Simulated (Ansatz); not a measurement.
What does this script print? It uses the Ansatz DFT code, driven from Python.

`methods.py`
```python
import ansatz as az

GEOMETRY = """
Al   -0.24430    1.68920    0.16230
C    -0.28130   -0.24010    0.49090
C     0.60800   -0.95930   -0.49860
I     0.70120   -3.04940   -0.09150
H    -0.50830    2.20710   -1.37440
H    -0.99590    2.67920    1.24080
H     0.09490   -0.40740    1.53670
H    -1.27670   -0.60100    0.37920
H     0.30070   -0.78100   -1.48630
H     1.68480   -0.58850   -0.35620
"""

molecule = az.Crystal.molecule()
for line in GEOMETRY.strip().splitlines():
    symbol, *xyz = line.split()
    molecule = molecule.atom(symbol, [float(v) for v in xyz])

job = molecule.calculation().basis(gaussian="def2-SVP")

methods = ["mp2", "ccsd", "ccsd_t"]
batch = az.Session.batch([job.correlation(m).input() for m in methods])
reports = sorted(batch.plan().execute().molecular_reports, key=lambda each: each["member"])
print(f"Hartree-Fock reference {reports[0]['reference_energy_ev'] / 27.211386246:.6f} Ha")
best = reports[-1]["free_energy_ev"] - reports[-1]["reference_energy_ev"]
for method, each in zip(methods, reports):
    gained = each["free_energy_ev"] - each["reference_energy_ev"]
    print(f"{method:8s} total {each['free_energy_ev'] / 27.211386246:.6f} Ha  correlation {gained:9.4f} eV  ({100 * gained / best:.1f} % of the last)")
```

```console
$ python methods.py
Hartree-Fock reference -617.620929 Ha
mp2      total -618.096616 Ha  correlation  -12.9441 eV  (88.3 % of the last)
ccsd     total -618.144755 Ha  correlation  -14.2540 eV  (97.2 % of the last)
ccsd_t   total -618.159927 Ha  correlation  -14.6669 eV  (100.0 % of the last)
```

Caveats:
- Total energies depend on the basis set; only differences at equal settings carry meaning.
- The geometry is a force-field or estimated start, not a minimum of this method, and the basis set is short of its limit. A lower total doesn't mark the better method: functionals have no common bound, and MP2 and coupled cluster aren't variational.
- def2 sets replace the cores of elements past krypton by effective core potentials.
- Inner cores stay frozen; a filled d shell under the valence of the heavier atoms is correlated with it.

(Lines on the test bed's own set-up are left out of the output.)
